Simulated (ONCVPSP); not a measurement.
**Pseudopotential generation for Er: ONCV, LDA (Perdew-Wang 92)**

Aim: build the potential from the settings below, then test how well it stands in for the atom: other configurations, scattering, ghost states and the plane-wave cutoff that it needs.

Method: ONCVPSP 4.0.1.1 (patched build), LDA (Perdew-Wang 92), scalar-relativistic.

### Step 1. The atom and the settings

Typed settings, in words:

| Property | Result |
| --- | --- |
| element | erbium (Er, Z = 68) |
| type | optimised norm-conserving Vanderbilt (ONCV) |
| frozen core | [Xe] |
| valence charge | 14 |
| reference configuration | 4f12 6s1.75 (charge +0.25) |
| partial waves | 6s: rc 3.55 bohr, ncon 3, nbas 7, qcut 2.1 1/bohr, 2 projectors, debl 1.7 Ha; p scattering state at 0.17 Ha: rc 3.50 bohr, ncon 4, nbas 8, qcut 2.6 1/bohr, 3 projectors, debl 0.8 Ha; d scattering state at 0.41 Ha: rc 3.55 bohr, ncon 4, nbas 7, qcut 3 1/bohr, 3 projectors, debl 2.2 Ha; 4f: rc 0.70 bohr, ncon 3, nbas 7, qcut 23.4 1/bohr, 3 projectors, debl 3.2 Ha |
| local potential | polynomial inside 0.65 bohr (lpopt 5, dvloc0 2 Ha) |
| core correction | Teter function fitted to the true core (icmod 2), fcfact 0.65 |

The nodes and maxima of the atom's own shells, from an earlier all-electron run, set the scale for the radii.

All-electron outer shells of the reference configuration (LDA (PZ), scalar-relativistic, ld1.x):

```json
{"shell": "6s", "level (eV)": "-5.26", "outermost node (bohr)": "1.51", "outermost maximum (bohr)": "3.26"}
{"shell": "4f", "level (eV)": "-4.90", "outermost node (bohr)": "–", "outermost maximum (bohr)": "0.51"}
{"shell": "5d", "level (eV)": "-2.43", "outermost node (bohr)": "0.73", "outermost maximum (bohr)": "2.08"}
{"shell": "6p", "level (eV)": "-2.22", "outermost node (bohr)": "1.86", "outermost maximum (bohr)": "4.51"}
```

### Step 2. Generation

Contents of Er.dat:

```
# ATOM AND REFERENCE CONFIGURATION
# atsym  z   nc   nv     iexc    psfile
  Er 68.00   11    2  -001012      upf
#
#   n    l    f
    1    0    2.00
    2    0    2.00
    2    1    6.00
    3    0    2.00
    3    1    6.00
    3    2   10.00
    4    0    2.00
    4    1    6.00
    4    2   10.00
    5    0    2.00
    5    1    6.00
    4    3   12.00
    6    0    1.75
#
# PSEUDOPOTENTIAL AND OPTIMIZATION
# lmax
    3
#
#   l,   rc,      ep,       ncon, nbas, qcut
    0    3.55    0.00    3    7    2.10
    1    3.50    0.17    4    8    2.60
    2    3.55    0.41    4    7    3.00
    3    0.70    0.00    3    7   23.40
#
# LOCAL POTENTIAL
# lloc, lpopt,  rc(5),   dvloc0
    4    5    0.65    2.00
#
# VANDERBILT-KLEINMAN-BYLANDER PROJECTORs
# l, nproj, debl
    0    2    1.70
    1    3    0.80
    2    3    2.20
    3    3    3.20
#
# MODEL CORE CHARGE
# icmod, fcfact, rcfact
    2    0.65    1.00
#
# LOG DERIVATIVE ANALYSIS
# epsh1, epsh2, depsh
   -2.00    5.00    0.02
#
# OUTPUT GRID
# rlmax, drl
    6.00    0.01
#
# TEST CONFIGURATIONS
# ncnf
    4
# nvcnf
#   n    l    f
    2
    4    3   12.00
    6    0    2.00
#
    2
    4    3   12.00
    6    0    1.00
#
    2
    4    3   12.00
    6    0    0.00
#
    2
    4    3   12.00
    6    0    1.50
#
```

Command:

```console
$ oncvpsp.x < Er.dat > Er.out
```

What does the calculation give? Wanted: cutoffs for 1 and 0.1 mHa per electron, occupied waves; bound ghosts; GHOST(+) flags; largest phase difference near zero energy, channels read; rms error of d²Exc/dn², without and with the model core; projector energies reset by the program.

The runs gave:

```
                                                quantity                                                                        value
  cutoffs for 1 and 0.1 mHa per electron, occupied waves                                                            230 Ha and 260 Ha
                                            bound ghosts  s at -734.28 eV, s at -110.64 eV, p at -183.27 eV, p at -9.23 eV and 1 more
                                          GHOST(+) flags            s at 58 eV, p at 363 eV (1 near or above the test basis's cutoff)
largest phase difference near zero energy, channels read                                                                    2.820 rad
 rms error of d²Exc/dn², without and with the model core                                                          13.44 and 11.95 mHa
                 projector energies reset by the program                        p: 0.050, 0.850, 1.650 Ha; d: -0.089, 2.111, 4.311 Ha
```

In words: A bound ghost (s, p, d) makes it unfit for use: electrons can fall into a state that the atom doesn't have. By its cutoff, 230 Ha for the looser tolerance, it is very hard. At the looser tolerance the 4f wave is the slowest; 6s needs 2 Ha. Of the channels read, p scatters worst near zero energy, by up to 2.82 rad. A step near π is an extra or missing state, not a misfit of shape. The pseudo curves have poles with no partner nearby in the atom's: p at -0.33 Ha, d at -1.72 Ha. The program also flags highly localised states, GHOST(+) (s, p).
